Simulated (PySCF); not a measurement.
# BeSi+: bond curves at several levels of theory

What are the lowest state that PBE0 finds, the bond length, vibrational wavenumber and bond energy of BeSi+, and how much do these hang on the method?

Method: Be pcseg-1, Si pcseg-1, no relativity; program: PySCF 2.14.0.

**1. The job**

The job is set up so:

* atoms: Be, Si
* charge: 1
* basis: Be pcseg-1, Si pcseg-1
* Hamiltonian: no relativity
* basis functions: 27
* electrons treated: 17
* masses in u: 9.0122, 27.9769
* levels: PBE0, PBE, r²SCAN, BP86, r²SCAN0, M06, LC-ωPBE, HF, MP2, SCS-MP2, CCSD, CCSD(T)
* grid: 80 radial by 434 angular points
* occupations: held fixed by the projection of orbital angular momentum
* dissociation limit: Be + Si+, each in its ground configuration
* starting distance in angstrom: 2.175
* values of 2S to try: 1, 3

Command:

```sh
$ OMP_NUM_THREADS=1 python dia.py task.json out
```

Further steps of the session: First curve: PBE0; Excited determinants; PBE (GGA); r²SCAN (meta-GGA); BP86; r²SCAN0 (hybrid meta-GGA); M06; LC-ωPBE (range-separated hybrid); UHF (mean field); Adding correlation.

Before running it: what results should come out? Wanted: for each run, Re; ωe; De; μ.

As calculated:

Lowest PBE0 solution found, without spin–orbit coupling: ²Π (doublet), unpaired electrons π ↑. State 3 has its PBE0 minimum 0.88 eV higher. The other levels ran on the lowest alone.

```csv
level,Re (Å),ωe (cm⁻¹),De (eV),μ (D)
UHF,2.385,379,1.22,-5.38
UHF-MP2,2.326,433,1.46,n/a
UHF-SCS-MP2,2.347,409,1.35,n/a
UHF-CCSD,2.365,410,1.22,n/a
UHF-CCSD(T),2.355,419,1.29,n/a
PBE,2.303,464,2.21,-4.42
BP86,2.307,458,2.15,-4.45
r²SCAN,2.300,451,2.21,-4.78
PBE0,2.298,457,2.06,-4.80
r²SCAN0,2.307,433,2.06,-4.92
M06,2.280,478,2.02,-4.86
LC-ωPBE,2.293,424,1.81,-5.37
```

De is counted to Be + Si+ in their ground configurations. A positive dipole points from Be to Si; in an ion it is taken about the centre of mass and does not tell which atom is negative.

Differences from CCSD(T) in the same basis:

```csv
level,Re (mÅ),ωe (%)
UHF,+31,-9.5
UHF-MP2,-28,+3.3
UHF-SCS-MP2,-8,-2.4
UHF-CCSD,+11,-2.2
PBE,-52,+10.7
BP86,-47,+9.4
r²SCAN,-54,+7.7
PBE0,-56,+9.1
r²SCAN0,-48,+3.4
M06,-75,+14.2
LC-ωPBE,-61,+1.3
```

In words: Judged by CCSD(T) in the same basis: best bond length UHF-SCS-MP2 (-8 mÅ), worst M06 (-75 mÅ); best wavenumber LC-ωPBE (+1.3 %), worst M06 (+14.2 %). CCSD(T) in a basis this small is itself some way from its limit, more so than the functionals. Of the levels with a De here, UHF-CCSD gives the least (1.22 eV) and PBE the most (2.21 eV).

Correlated steps freeze 5 core orbitals.
